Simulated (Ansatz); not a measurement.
**AlInH₄ (SMILES [AlH2][InH2]): functionals against CCSD(T) at one geometry**

The atoms stand at a structure displaced at random from a GFN2-xTB minimum. How far do the functionals agree with CCSD(T) there?

Computed with Ansatz 0.2.0, Gaussian basis. Level: single points in def2-TZVPP.

Cores are frozen in the correlated methods. Filled d shells of the heavier atoms are correlated. Core potentials replace the inner electrons past krypton, and spin-orbit coupling is left out.

## 1. The starting structure

SMILES `[AlH2][InH2]`, 6 atoms, charge 0, spin multiplicity 1.

Atoms are counted from 1 here; the program's logs count them from 0.

Bond lengths: Al1–In2 1.706 Å, Al1–H3 1.821 Å, Al1–H4 1.825 Å, In2–H5 1.384 Å, In2–H6 1.382 Å. Angles: In2–Al1–H3 135.6°, In2–Al1–H4 137.4°, H3–Al1–H4 87.0°, Al1–In2–H5 116.2°, Al1–In2–H6 118.0°, H5–In2–H6 125.8°.

Coordinates:

```mol
AlH4In
  3D, bonds by distance, orders not assigned

  6  5  0  0  0  0  0  0  0  0999 V2000
   -0.1961   -0.5808    0.0305 Al  0  0
    0.3867    1.0188   -0.0713 In  0  0
   -1.7449   -1.4321   -0.4090 H   0  0
    0.4150   -2.1992    0.6119 H   0  0
   -0.4800    1.9510   -0.6143 H   0  0
    1.6603    1.2776    0.4000 H   0  0
  1  2  8  0
  1  3  8  0
  1  4  8  0
  2  5  8  0
  2  6  8  0
M  END
```

## 2. CCSD(T)/def2-TZVPP

File run/in.yaml:

```yaml
crystal:
  periodic: [false, false, false]
  atoms:
    - {symbol: Al, position_ang: [-0.196100, -0.580800, 0.030500]}
    - {symbol: In, position_ang: [0.386700, 1.018800, -0.071300]}
    - {symbol: H, position_ang: [-1.744900, -1.432100, -0.409000]}
    - {symbol: H, position_ang: [0.415000, -2.199200, 0.611900]}
    - {symbol: H, position_ang: [-0.480000, 1.951000, -0.614300]}
    - {symbol: H, position_ang: [1.660300, 1.277600, 0.400000]}
basis:
  gaussian: {orbitals: def2-TZVPP}
correlation: {method: ccsd_t}
output: {forces: true}
```

No record of the launch command was kept for these runs.

## 3. PBE0-D4/def2-TZVPP

run/in.yaml, as its differences from that of step 2:

```diff
@@ -11,3 +11,3 @@
   gaussian: {orbitals: def2-TZVPP}
-correlation: {method: ccsd_t}
-output: {forces: true}
+hamiltonian: {xc: pbe0, dispersion: d4}
+output: {forces: true, orbitals: {seedname: orbitals}}
```

## 4. wB97M-V/def2-TZVPP

run/in.yaml, as its differences from that of step 3:

```diff
@@ -11,3 +11,3 @@
   gaussian: {orbitals: def2-TZVPP}
-hamiltonian: {xc: pbe0, dispersion: d4}
-output: {forces: true, orbitals: {seedname: orbitals}}
+hamiltonian: {xc: {name: wB97M-V}}
+output: {forces: true}
```

## 5. r2SCAN-D4/def2-TZVPP

run/in.yaml, as its differences from that of step 4:

```diff
@@ -11,3 +11,3 @@
   gaussian: {orbitals: def2-TZVPP}
-hamiltonian: {xc: {name: wB97M-V}}
+hamiltonian: {xc: r2scan, dispersion: d4}
 output: {forces: true}
```

## 6. PBE-D4/def2-TZVPP

run/in.yaml, as its differences from that of step 5:

```diff
@@ -11,3 +11,3 @@
   gaussian: {orbitals: def2-TZVPP}
-hamiltonian: {xc: r2scan, dispersion: d4}
+hamiltonian: {xc: pbe, dispersion: d4}
 output: {forces: true}
```

## 7. BLYP-D4/def2-TZVPP

run/in.yaml, as its differences from that of step 6:

```diff
@@ -11,3 +11,3 @@
   gaussian: {orbitals: def2-TZVPP}
-hamiltonian: {xc: pbe, dispersion: d4}
+hamiltonian: {xc: {name: BLYP}, dispersion: d4}
 output: {forces: true}
```

## 8. B97M-V/def2-TZVPP

run/in.yaml, as its differences from that of step 7:

```diff
@@ -11,3 +11,3 @@
   gaussian: {orbitals: def2-TZVPP}
-hamiltonian: {xc: {name: BLYP}, dispersion: d4}
+hamiltonian: {xc: {name: B97M-V}}
 output: {forces: true}
```

(Steps that only read results are left out.)

**Question.** What will these runs give? Wanted: energy less free atoms, CCSD(T)/def2-TZVPP; RMS force component; RMS force error; HOMO and LUMO, PBE0-D4; T1 diagnostic.

**Answer**, as computed:

| quantity | value |
| --- | --- |
| energy less free atoms, CCSD(T)/def2-TZVPP | 0.772 eV |
| RMS force component | 10.319 to 10.645 eV/Å over the methods |
| RMS force error | PBE0-D4 0.231, wB97M-V 0.103, r2SCAN-D4 0.306, PBE-D4 0.375, BLYP-D4 0.368, B97M-V 0.339 eV/Å |
| HOMO and LUMO, PBE0-D4 | -6.50 and -4.59 eV |
| T1 diagnostic | 0.012 |

**Reading.** Against CCSD(T) the functionals' energies less atoms differ by -0.459 to +0.167 eV, PBE-D4 by +0.001 eV. The reference is not at the basis limit: in triple zeta CCSD(T) underbinds, which counts against methods that bind more; the gaps are no ranking. The forces of wB97M-V come nearest to CCSD(T), those of PBE-D4 are farthest. Frozen-core CCSD(T) forces in triple zeta carry basis errors of their own, and this is one geometry, so small gaps rank nothing. The restricted Hartree–Fock reference is unstable towards an unrestricted one at one or more of these structures.
